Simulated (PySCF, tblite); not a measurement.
# C₈H₅FN radical: geometry, infrared bands and EPR parameters

What infrared bands and EPR parameters should C₈H₅FN radical (`C#Cc1c[c]c(N)c(F)c1`) show?

Computed with tblite 0.8.0 and PySCF 2.14.0, with density-fitted response routines of our own, on a single molecule in the gas phase. Atoms count from 0, in the outputs and in this text.

### Step 1. The molecule as given

15 atoms, charge 0, multiplicity 2; geometry from: force field or distance geometry start.

Bonds of the start (Å): C0–C1 1.18, C1–C2 1.45, C2–C3 1.39, C3–C4 1.41, C4–C5 1.39, C5–N6 1.39, C5–C7 1.40, C7–F8 1.34, C7–C9 1.40, C9–C2 1.39, C0–H10 1.07, C3–H11 1.08, N6–H12 1.02, N6–H13 1.01, C9–H14 1.09.

### Step 2. Geometry optimisation with GFN2-xTB

What the job is given:

```
{"job": {"kind": "relax", "xc": "GFN2-xTB", "basis": "xTB"}, "charge": 0, "multiplicity": 2}
C     -2.592000     1.957300    -1.944700
C     -1.772800     1.318400    -1.378300
C     -0.767000     0.540700    -0.679700
C     -0.067100    -0.440100    -1.371200
C      0.899300    -1.201300    -0.684400
C      1.181600    -0.967200     0.651400
N      2.113000    -1.753500     1.317000
C      0.456000     0.025100     1.324300
F      0.685600     0.248700     2.623700
C     -0.523000     0.777700     0.671000
H     -3.342400     2.531800    -2.455300
H     -0.261300    -0.652700    -2.411300
H      2.345500    -1.524500     2.288200
H      2.704400    -2.399600     0.804800
H     -1.064200     1.547200     1.222600
```

Command:

```sh
OMP_NUM_THREADS=1 python probes_run.py task.json out
```

The driver reads the jobs from task.json and runs them one after another.

The log of the run:

```text
step      E/eV     max force
  0    -738.69155    3.082
  1    -738.65280    6.790
  2    -738.86541    1.342
  3    -738.88513    0.958
  4    -738.89924    0.299
  5    -738.90368    0.182
  6    -738.90615    0.111
  7    -738.90675    0.080
  8    -738.90731    0.080
  9    -738.90830    0.132
 10    -738.90974    0.169
 11    -738.91124    0.156
 12    -738.91272    0.124
 13    -738.91421    0.097
 14    -738.91560    0.133
 15    -738.91679    0.114
 16    -738.91738    0.052
 17    -738.91766    0.045
 18    -738.91785    0.043
 19    -738.91803    0.035
 20    -738.91817    0.032
 21    -738.91829    0.035
 22    -738.91840    0.032
 23    -738.91851    0.024
 24    -738.91857    0.016
 25    -738.91861    0.015
 26    -738.91865    0.017
 27    -738.91868    0.018
 28    -738.91872    0.015
 29    -738.91874    0.013
 30    -738.91876    0.014
 31    -738.91879    0.015
 32    -738.91882    0.012
 33    -738.91884    0.010
```

Run time: 0.23 s. Hardware: 1 thread of Arm Neoverse V1, shared host.

Step by step: (not every step is listed) (the energy doesn't fall at every step)

| step | energy from step 0 (eV) | largest force (eV/Å) |
| --- | --- | --- |
| 0 | 0.0000 | 3.0820 |
| 1 | 0.0388 | 6.7896 |
| 2 | -0.1739 | 1.3420 |
| 3 | -0.1936 | 0.9575 |
| 4 | -0.2077 | 0.2990 |
| 5 | -0.2121 | 0.1816 |
| 6 | -0.2146 | 0.1106 |
| 7 | -0.2152 | 0.0802 |
| 8 | -0.2158 | 0.0801 |
| 10 | -0.2182 | 0.1691 |
| 12 | -0.2212 | 0.1243 |
| 14 | -0.2241 | 0.1330 |
| 16 | -0.2258 | 0.0521 |
| 18 | -0.2263 | 0.0431 |
| 20 | -0.2266 | 0.0318 |
| 22 | -0.2269 | 0.0316 |
| 24 | -0.2270 | 0.0161 |
| 26 | -0.2271 | 0.0173 |
| 28 | -0.2272 | 0.0153 |
| 29 | -0.2272 | 0.0130 |
| 30 | -0.2272 | 0.0143 |
| 31 | -0.2272 | 0.0151 |
| 32 | -0.2273 | 0.0121 |
| 33 | -0.2273 | 0.0097 |

Close pairs (by a distance rule), those that changed most:

| bond | before (Å) | after (Å) | change (Å) |
| --- | --- | --- | --- |
| C3–C4 | 1.409 | 1.351 | -0.057 |
| C1–C2 | 1.451 | 1.410 | -0.041 |
| C0–H10 | 1.074 | 1.049 | -0.025 |
| C7–F8 | 1.338 | 1.361 | +0.023 |
| C2–C3 | 1.389 | 1.411 | +0.022 |
| C7–C9 | 1.397 | 1.376 | -0.021 |
| C0–C1 | 1.183 | 1.202 | +0.018 |
| C5–N6 | 1.389 | 1.371 | -0.018 |

The next job starts from the end point, and lists it.

### Step 3. Infrared spectrum with GFN2-xTB

What the job is given:

```
{"job": {"kind": "ir", "xc": "GFN2-xTB", "basis": "xTB"}, "charge": 0, "multiplicity": 2}
C     -2.584712     1.943530    -1.955212
C     -1.753519     1.313617    -1.358451
C     -0.780046     0.554449    -0.677355
C     -0.063795    -0.448662    -1.365036
C      0.846371    -1.167498    -0.671312
C      1.162304    -1.016400     0.662320
N      2.044794    -1.811617     1.346496
C      0.437911     0.001715     1.310542
F      0.716885     0.236348     2.622065
C     -0.508212     0.769059     0.671688
H     -3.313333     2.503997    -2.460259
H     -0.257729    -0.617848    -2.412751
H      2.357593    -1.471260     2.241026
H      2.722246    -2.316983     0.801905
H     -1.031172     1.535543     1.222424
```

The log of the run:

```text
mode    cm-1     km/mol
  1      89.4      1.48
  2     120.3      0.23
  3     171.4      1.73
  4     254.4      2.21
  5     264.0      9.15
  6     357.0     15.37
  7     370.1     10.40
  8     381.4      1.65
  9     398.3      2.79
 10     437.9      7.24
 11     478.2      6.98
 12     490.3    420.98
 13     525.2      4.83
 14     535.4     10.01
 15     604.7     12.13
 16     648.0      4.80
 17     657.4      9.38
 18     671.3     13.13
 19     814.1     16.82
 20     823.9     25.57
 21     853.8      5.45
 22     939.4     11.45
 23    1007.7     10.18
 24    1088.0     97.06
 25    1175.7      3.74
 26    1192.1     41.10
 27    1261.3      7.72
 28    1353.4    155.06
 29    1411.0      5.59
 30    1467.5      4.76
 31    1471.8      9.90
 32    1511.1    303.83
 33    1618.9    167.06
 34    2244.4      2.32
 35    3087.7     10.48
 36    3105.0      6.44
 37    3396.1      8.73
 38    3468.8     27.69
 39    3529.3      6.82
```

Wall time 0.52 s (1 thread of Arm Neoverse V1, shared host).

Which atoms move in the most intense modes:

| cm⁻¹ | km/mol | atoms |
| --- | --- | --- |
| 490 | 421.0 | H12 41 %, H13 29 %, N6 18 % |
| 824 | 25.6 | H11 57 %, C3 16 %, H14 16 % |
| 1088 | 97.1 | C7 29 %, H14 20 %, F8 11 % |
| 1192 | 41.1 | H14 21 %, C2 18 %, C7 16 %, H11 15 % |
| 1353 | 155.1 | C2 32 %, C5 18 %, C7 11 % |
| 1511 | 303.8 | C5 24 %, C9 19 %, N6 13 %, C2 13 % |
| 1619 | 167.1 | C4 34 %, C5 19 %, C9 15 %, C3 13 % |
| 3469 | 27.7 | H12 60 %, H13 37 % |

### Step 4. EPR parameters: B3LYP/pcH-1

The job, as its differences from that of step 3:

```diff
@@ -1,2 +1,2 @@
-{"job": {"kind": "ir", "xc": "GFN2-xTB", "basis": "xTB"}, "charge": 0, "multiplicity": 2}
+{"job": {"kind": "epr", "basis": "pcH-1"}, "charge": 0, "multiplicity": 2}
 C     -2.584712     1.943530    -1.955212
```

Level: UKS B3LYP, pcH-1 on C F H N, non-relativistic, mean-field spin-orbit, GIAO.

The log of the run:

```text
UKS, coarse grid
  cycle   1  E = -462.24302900  |g| = 4.49e-01
  cycle   2  E = -462.18333255  |g| = 6.09e-01
  cycle   3  E = -462.32190827  |g| = 1.16e-01
  cycle   4  E = -462.32755833  |g| = 4.85e-02
  cycle   5  E = -462.32846659  |g| = 2.77e-02
  cycle   6  E = -462.32885769  |g| = 6.98e-03
  cycle   7  E = -462.32888727  |g| = 4.36e-03
  cycle   8  E = -462.32890587  |g| = 1.37e-03
  cycle   9  E = -462.32891083  |g| = 9.85e-04
UKS, final grid
  cycle   1  E = -462.32892348  |g| = 1.35e-03
  cycle   2  E = -462.32892259  |g| = 2.17e-03
  cycle   3  E = -462.32892482  |g| = 3.06e-04
  cycle   4  E = -462.32892493  |g| = 2.31e-04
  cycle   5  E = -462.32892510  |g| = 1.88e-04
  cycle   6  E = -462.32892513  |g| = 2.99e-05
  cycle   7  E = -462.32892513  |g| = 1.87e-05
E = -462.32892513 Eh   <S^2> = 0.7572 (exact 0.7500)
g shifts (ppm)      1          2          3
  rmc          -168       -168       -168
  gc             30         15          6
  oz_so        -166        -60        645
  total        -303       -213        483
hyperfine (MHz)  atom isotope    a_iso     a_fc   dipolar eigenvalues
    0   13C       3.27       3.27     -1.04      0.19      0.84
    1   13C       8.18       8.18     -1.33     -1.28      2.61
    2   13C      68.25      68.25     -6.10     -2.11      8.21
    3   13C       7.74       7.74    -13.69     -1.15     14.84
    4   13C     388.82     388.82    -78.41    -60.91    139.32
    5   13C       6.72       6.72    -13.29     -3.76     17.04
    6   14N       9.58       9.58     -1.60     -0.39      1.99
    7   13C      61.26      61.26     -3.94     -0.88      4.83
    8   19F      51.60      51.60    -32.65    -20.10     52.75
    9   13C      -6.78      -6.78     -5.71      1.93      3.78
   10    1H      -1.03      -1.03     -0.76     -0.64      1.39
   11    1H      64.58      64.58     -6.69     -5.57     12.26
   12    1H      -1.14      -1.14     -2.57     -1.51      4.08
   13    1H      -0.16      -0.16     -5.14     -3.75      8.89
   14    1H       1.61       1.61     -1.48      0.22      1.26
```

Wall time 2 min (1 thread of Arm Neoverse V1, shared host); peak memory 0.97 GiB.

Principal g values 2.00202, 2.00211, 2.00280; g(iso) = 2.00231, against 2.00232 for a free electron.

Hyperfine couplings; where a row names several nuclei, a(iso) is their mean (it holds for fast rotation or exchange) and the dipolar term the largest among them:

| nuclei | isotope | a(iso) (MHz) | a(iso) (G, at g = 2.0023) | largest dipolar term (MHz) |
| --- | --- | --- | --- | --- |
| C4 | 13C | 388.8 | 138.7 | 139.3 |
| C2 | 13C | 68.2 | 24.4 | 8.2 |
| H11 | 1H | 64.6 | 23.0 | 12.3 |
| C7 | 13C | 61.3 | 21.9 | 4.8 |
| F8 | 19F | 51.6 | 18.4 | 52.7 |
| N6 | 14N | 9.6 | 3.4 | 2.0 |
| C1 | 13C | 8.2 | 2.9 | 2.6 |
| C3 | 13C | 7.7 | 2.8 | 14.8 |
| C9 | 13C | -6.8 | -2.4 | -5.7 |
| C5 | 13C | 6.7 | 2.4 | 17.0 |
| C0 | 13C | 3.3 | 1.2 | -1.0 |
| H14 | 1H | 1.6 | 0.6 | -1.5 |
| H10 | 1H | -1.0 | -0.4 | 1.4 |
| H12, H13 | 1H | -0.6 | -0.2 | 8.9 |

Mulliken spin populations:

C0 0.02; C1 0.00; C2 0.06; C3 -0.08; C4 1.02; C5 -0.07; N6 0.00; C7 0.05; F8 0.01; C9 -0.03; H10 0.00; H11 0.02; H12 0.00; H13 0.01; H14 0.00

In first order the couplings over 0.8 MHz of 1H, 19F, 14N give 48 distinct lines over 49.2 G, if the averaged nuclei exchange fast.

The fields below are evaluated on a grid from the run's orbitals.

ELF in a plane through or near 15 of the atoms.

Ten even steps from ' ' (0.00) to '@' (1.00):
```
                                                        
                                                        
                                                        
                    ..::..  ..==--                      
                  ==####==  %%@@@@--                    
                ::##**%%==  @@@@@@--                    
                ..%%**##----%%@@@@    ----::            
            ##**  ::====..%%::**==  --**++==--::        
          ==@@@@%%  ====::%%::%%++==**%%****@@@@**      
          ::%%@@%%==++@@**--****::%%..%%..==@@@@@@..    
            --**++%%++--==  --::::%%..%%::==@@@@%%..    
            ++%%++**==%%##++++@@##==**%%##**##%%--      
          ::@@@@@@..--++####==::++  ::++++==..          
          ..%%@@%%  ++%%==%%==%%@@--  ::--::            
            ::==    ##@@%%--++@@@@@@                    
                    **%%##..::@@@@@@                    
                    ..--..    **%%==                    
                                                        
                                                        
                                                        
```
The map spans 14.8 Å across and 9.7 Å up, centred on the molecule. Atoms in the plane (x, y in Å): C0 (3.8, 0.1), C1 (2.6, 0.0), C2 (1.2, -0.1), C3 (0.5, -1.3), C4 (-0.8, -1.4), C5 (-1.7, -0.3), N6 (-3.0, -0.3), C7 (-1.0, 1.0), F8 (-1.8, 2.1), C9 (0.4, 1.1), H10 (4.8, 0.1), H11 (1.1, -2.2), H12 (-3.5, 0.5), H13 (-3.5, -1.2), H14 (0.8, 2.1).

On the surface of density 0.002 e/bohr³ the electrostatic potential runs, from the 1st to the 99th percentile, from -0.87 V near C0 to 1.98 V near H13.

The spin density lies nearest to C4 73 %.

### Step 5. Outcome

| quantity | value |
| --- | --- |
| strongest single infrared mode (GFN2-xTB) | 490 cm⁻¹, 421 km/mol |
| zero-point energy (GFN2-xTB) | 63.3 kcal/mol |
| g(iso) (B3LYP) | 2.00231 |
| ⟨S²⟩ | 0.757 (exact 0.75) |
| largest a(iso) (averaged by class) | 13C on C4, 388.8 MHz |
| surface potential, 1st and 99th percentile | -0.87 V and 1.98 V |

**Reading.** The optimisation took 33 steps and gained 0.227 eV; among the close pairs (by a distance rule), C3–C4 changed most, from 1.409 to 1.351 Å. All 39 modes are real, so the xTB geometry is a minimum. The strongest single mode, at 490 cm⁻¹, is carried by H12, H13, N6. GFN2-xTB is a fitted tight-binding method: band positions and strengths are rough. Its intensities can rank the bands wrongly. Most of the unpaired spin sits on C4 (1.02 e). The isotropic g lies 0.0 ppt below the free-electron value.
